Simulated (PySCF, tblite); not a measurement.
**C4H10AlCl: geometry, infrared bands and NMR shifts**

Wanted: the infrared bands and NMR shifts of C4H10AlCl (`C[C](C)(C)[AlH][Cl]`), by calculation.

The runs use tblite 0.8.0 and PySCF 2.14.0, with density-fitted response routines of our own; the level of theory stands in each step. All values are computed, except where a source is named. Atoms are numbered from 0 throughout.

### 1 The molecule as given

16 atoms, charge 0, multiplicity 1; geometry from: force field or distance geometry start.

Bonds of the start (Å): C0–C1 1.53, C1–C2 1.52, C1–C3 1.54, C1–Al4 2.03, Al4–Cl5 2.21, C0–H6 1.11, C0–H7 1.11, C0–H8 1.11, C2–H9 1.10, C2–H10 1.12, C2–H11 1.11, C3–H12 1.11, C3–H13 1.11, C3–H14 1.12, Al4–H15 1.60.

### 2 Optimising the geometry with GFN2-xTB

The job: settings as JSON, then the geometry in Å.

```
{"job": {"kind": "relax", "xc": "GFN2-xTB", "basis": "xTB"}, "charge": 0, "multiplicity": 1}
C     -0.599500    -1.142500    -0.838600
C     -0.062200     0.017900     0.006000
C     -0.006600     1.302600    -0.810500
C     -0.940000     0.222400     1.249200
Al     1.820700    -0.449200     0.616900
Cl     3.386400    -0.813500    -0.904800
H     -0.634000    -2.080800    -0.255600
H     -1.635200    -0.907800    -1.173900
H      0.031400    -1.304400    -1.734900
H      0.622200     1.175000    -1.707400
H     -1.040000     1.581400    -1.155500
H      0.386200     2.143900    -0.208800
H     -1.984200     0.471000     0.969400
H     -0.541900     1.040500     1.885900
H     -0.973800    -0.702700     1.873500
H      2.162700    -0.544800     2.177700
```

The run is started by

```console
$ OMP_NUM_THREADS=1 python probes_run.py task.json out
```

This one command runs all jobs of the session in turn.

**Question.** This job is followed by: GFN2-xTB harmonic vibrations, gas phase; GIAO PBE0/pcSseg-1 NMR shielding, non-relativistic, gas phase. What will the session give for the following? strongest single infrared mode (GFN2-xTB); zero-point energy (GFN2-xTB); ¹³C shifts against TMS (PBE0/pcSseg-1, means over atoms taken as alike); ¹H shifts against TMS (PBE0/pcSseg-1, means over atoms taken as alike); ²⁷Al shifts against AlH4- (PBE0/pcSseg-1); ³⁵Cl shifts against HCl (PBE0/pcSseg-1); surface potential, 1st and 99th percentile.

**Answer**, as computed:

| quantity | value |
| --- | --- |
| strongest single infrared mode (GFN2-xTB) | 662 cm⁻¹, 439 km/mol |
| zero-point energy (GFN2-xTB) | 79.2 kcal/mol |
| ¹³C shifts against TMS (PBE0/pcSseg-1, means over atoms taken as alike) | 30.1, 27.9 ppm |
| ¹H shifts against TMS (PBE0/pcSseg-1, means over atoms taken as alike) | 4.99, 1.12 ppm |
| ²⁷Al shifts against AlH4- (PBE0/pcSseg-1) | 166.1 ppm |
| ³⁵Cl shifts against HCl (PBE0/pcSseg-1) | 59 ppm |
| surface potential, 1st and 99th percentile | -0.53 V and 2.87 V |

In words: Relaxing lowered the energy by 0.348 eV in 55 steps; the close pair that moved most is Al4–Cl5, from 2.214 to 2.024 Å. No mode is imaginary among the 42: a minimum at this level. The strongest single mode, at 662 cm⁻¹, moves mainly H15 and Al4. Unscaled tight-binding wavenumbers are off by several per cent, some by more. Its intensities can rank the bands wrongly. At PBE0/pcSseg-1: The widest tensor belongs to Cl5: span 296 ppm, with a paramagnetic part of -259 ppm. At PBE0/pcSseg-1, counted by nearest atom on the grid, the HOMO lies on C1 37 %; Al4 15 %, the LUMO on Al4 49 %; H15 17 %.
